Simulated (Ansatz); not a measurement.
**GeO− (doublet): from Hartree-Fock to the top rungs, aug-cc-pVTZ**

The runs use Ansatz 0.2.0, Gaussian basis; aug-cc-pVTZ, correlated electrons: outside noble gas.

The runs, in order: UHF; CCSD(T) on ROHF; CCSD(T) on UHF; BCCD(T) on ROHF; CCSDT(Q) on ROHF; CCSDT(Q) on UHF; CASSCF and MRCISD+Q, 11 electrons in 8 orbitals; CASSCF and NEVPT2, 11 electrons in 8 orbitals.

### 1 The geometry

The geometry is a PBE0/def2-TZVPD stationary point (not a proven minimum). No spin-orbit coupling is included. The filled d shell of Ge counts as core when cores are frozen.

2 atoms, charge -1, spin multiplicity 2.

Atoms are counted from 1 here; the program's logs count them from 0.

Bond lengths: Ge1–O2 1.686 Å.

In the tables R marks a restricted open-shell determinant and U an unrestricted one; 'valence' is the active space of 11 electrons in 8 orbitals; correlation energies count from the lowest restricted Hartree-Fock solution.

### 2 UHF

File in.yaml:

```yaml
crystal:
  periodic: [false, false, false]
  atoms:
    - {symbol: Ge, position_ang: [0.000000, 0.000000, 0.000000]}
    - {symbol: O, position_ang: [0.000000, 0.000000, 1.685800]}
basis:
  gaussian: {orbitals: aug-cc-pVTZ}
total_charge: -1
magnetization: {spin_polarized: true, initial_magnetization: 1}
hamiltonian: {xc: hf}
output: {orbitals: {seedname: orbitals}}
```

Command:

```bash
ansatz run in.yaml --threads 1 --pin off --events-out ev --progress --plain --max-ram 2816MiB --backend cpu
```

Q: Estimate wall time and peak memory on 1 thread of AMD EPYC 7R13, shared host.

About 16 s, with a peak of 0.29 GiB.
